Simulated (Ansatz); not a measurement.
# GaGe3 in Ansatz: the effect of functional

The system is GaGe3.

```xyz
4
Lattice="0.0000 3.3414 3.3414 3.3414 0.0000 3.3414 3.3414 3.3414 0.0000" Properties=species:S:1:pos:R:3 pbc="T T T"
Ge    3.3414    3.3414    3.3414
Ge    5.0121    5.0121    5.0121
Ge    1.6707    1.6707    1.6707
Ga    0.0000    0.0000    0.0000
```

The cell comes from a database or a generator and needn't be the stable form of this composition.

The cell isn't the ideal one: volume scaled by 0.96.

Alike in all runs:

| Quantity | Value |
| --- | --- |
| Program | Ansatz 0.2.0 |
| Task | single point |
| Potentials or basis | Ansatz PAW |
| k mesh | 7 × 7 × 7 |
| Occupations | fermi-dirac, width 0.05 eV |
| Spin | no spin polarisation |

```csv
functional,cutoff,pressure (GPa)
LDA,420 eV (not typed: the program's choice for these potentials),?
r2SCAN,500 eV (not typed: the program's choice for these potentials),0.1
PBE,420 eV (not typed: the program's choice for these potentials),2.2
```

What does the run with functional LDA give?

Pressure -3.2 GPa.

Caveats: the PAW data sets come from PBE, with cores solved anew for the run's functional, which leaves a small shift of forces and pressure (some runs).
